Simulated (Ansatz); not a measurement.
# GaH₂+ (triplet): wave-function methods side by side, cc-pVQZ

How much of the correlation energy of GaH₂+ (triplet) does each wave-function method recover here?

Method: cc-pVQZ, core rule «outside noble gas», up to 14 orbitals frozen; program: Ansatz 0.2.0, Gaussian basis.

To be run: UHF; CCSD(T) on ROHF; CCSD(T) on UHF; BCCD(T) on ROHF; CCSDT(Q) on ROHF; CCSDT(Q) on UHF; CASSCF and MRCISD+Q, 4 electrons in 6 orbitals; CASSCF and NEVPT2, 4 electrons in 6 orbitals; Full CI.

4 further runs of the same task are left out: 1 that didn't finish, 3 set aside as unsound or not needed.

### Step 1. The geometry

The geometry is a PBE0/def2-TZVP stationary point (not a proven minimum) of the parent state, kept for this charge and spin. No spin-orbit coupling is included. The filled d shell of Ga may be among the frozen orbitals whatever the setting's name suggests; the logs give the count.

3 atoms, charge 1, spin multiplicity 3.

Atoms are counted from 1 here; the program's logs count them from 0.

Bond lengths: Ga1–H2 1.593 Å, Ga1–H3 1.593 Å. Angles: H2–Ga1–H3 120.5°.

### Step 2. UHF

File in.yaml:

```yaml
crystal:
  periodic: [false, false, false]
  atoms:
    - {symbol: Ga, position_ang: [0.000000, -0.022229, 0.000000]}
    - {symbol: H, position_ang: [0.000000, 0.768845, -1.383112]}
    - {symbol: H, position_ang: [0.000000, 0.768845, 1.383112]}
basis:
  gaussian: {orbitals: cc-pVQZ}
total_charge: 1
magnetization: {spin_polarized: true, initial_magnetization: 2}
hamiltonian: {xc: hf}
output: {orbitals: {seedname: orbitals}}
```

Launch:

```console
> ansatz run in.yaml --threads 1 --pin off --events-out ev --progress --plain --max-ram 3956MiB --backend cpu
```

After this run come: CCSD(T) on ROHF; CCSD(T) on UHF; BCCD(T) on ROHF; CCSDT(Q) on ROHF; CCSDT(Q) on UHF; CASSCF and MRCISD+Q, 4 electrons in 6 orbitals; CASSCF and NEVPT2, 4 electrons in 6 orbitals; Full CI.

Before running them: what should the planned runs give, taken together? Wanted: FCI below the RHF energy; RMP2 from FCI; UMP2 from FCI; RCCSD from FCI; RCCSD(T) from FCI; UCCSD(T) from FCI; RCCSDT(Q) from FCI; UCCSDT(Q) from FCI; NEVPT2 valence from FCI.

As calculated:

| quantity | value |
| --- | --- |
| FCI below the RHF energy | -2.0206 eV |
| RMP2 from FCI | +441.6 meV |
| UMP2 from FCI | +474.0 meV |
| RCCSD from FCI | +51.2 meV |
| RCCSD(T) from FCI | +8.6 meV |
| UCCSD(T) from FCI | -9.2 meV |
| RCCSDT(Q) from FCI | -2.7 meV |
| UCCSDT(Q) from FCI | -20.2 meV |
| NEVPT2 valence from FCI | +173.5 meV |
| MRCISD+Q valence from FCI | -3.3 meV |
| levels within 1 kcal/mol (43 meV) | UCCSD, RCCSD(T), UCCSD(T), BCCD(T), RCCSDT, UCCSDT, RCCSDT(Q), UCCSDT(Q), MRCISD valence, MRCISD+Q valence |
| T1 diagnostic | 0.040 |
| effectively unpaired electrons | 2.03 |

**Reading.** RCCSD(T) misses by +8.6 meV, 0.4 % of the correlation energy. UCCSD(T), RCCSDT, UCCSDT, RCCSDT(Q), UCCSDT(Q), MRCISD+Q valence fall below full CI: unrestricted runs freeze a spin-polarised core, another one than full CI's, and coupled cluster isn't variational. One determinant dominates. Of the multireference levels listed MRCISD+Q valence comes nearest in total energy (-3.3 meV), which doesn't show that its space is the better one. Coupled cluster took another determinant than the lowest Hartree-Fock one. These misses are within one basis, not against nature; the frozen cores of restricted and unrestricted runs differ, which can shift their rows.
